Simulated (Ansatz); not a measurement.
Working through the interaction energy of a dimer with the counterpoise correction of FI

With Ansatz's Python interface.

At the Python prompt:
```pycon
>>> import ansatz
>>> FIRST = [
...     ("I", (0.0, 0.0, -0.9625)),
...     ("F", (0.0, 0.0, 0.9625)),
... ]
>>> SECOND = [
...     ("I", (-0.8781, 4.6073, -0.0517)),
...     ("F", (0.5599, 3.374, -0.3934)),
... ]
>>> def energy(atoms, ghosts=()):
...     molecule = ansatz.Crystal.molecule()
...     for symbol, xyz in atoms:
...         molecule = molecule.atom(symbol, xyz)
...     calc = (
...         molecule.calculation()
...         .basis(gaussian="def2-SVP")
...         .functional("pbe0")
...     )
...     deck = calc.input()
...     if ghosts:
...         deck = deck.set(ansatz.key.basis.gaussian.ghost_atoms, [{"symbol": s, "position_ang": list(xyz)} for s, xyz in ghosts])
...     return ansatz.Session.from_dict(deck).plan().execute().report["free_energy_ev"]
...
>>> both = energy(FIRST + SECOND)
>>> alone = energy(FIRST) + energy(SECOND)
>>> ghosted = energy(FIRST, SECOND) + energy(SECOND, FIRST)
>>> print(f"dimer {both:.6f} eV")
dimer -21623.740288 eV
>>> print(f"interaction, uncorrected   {96.485332 * (both - alone):8.3f} kJ/mol")
interaction, uncorrected     -2.595 kJ/mol
>>> print(f"interaction, counterpoise  {96.485332 * (both - ghosted):8.3f} kJ/mol")
interaction, counterpoise     1.026 kJ/mol
>>> print(f"basis-set superposition    {96.485332 * (alone - ghosted):8.3f} kJ/mol")
basis-set superposition       3.620 kJ/mol
```

Uncorrected it is -2.595 kJ/mol, with the counterpoise correction 1.026 kJ/mol; the difference, 3.62 kJ/mol, is the superposition error. The sign changes with the correction, so this basis doesn't settle it.

Total energies depend on the basis set; only differences at equal settings carry meaning. The dimer is a generated trial pose of unrelaxed monomers, not a minimum, so the figure is no binding energy, and the basis set is small. def2 sets replace the cores of elements past krypton by effective core potentials. This level lacks the dispersion part of the attraction (electrostatics and induction are there), which can decide the sign where the interaction is weak. The spin state was assumed, and another may lie lower. Hardware and time: 3.6 s on 1 thread of Intel(R) Xeon(R) 6975P-C (Granite Rapids), on a shared host, peak memory 0.23 GiB.
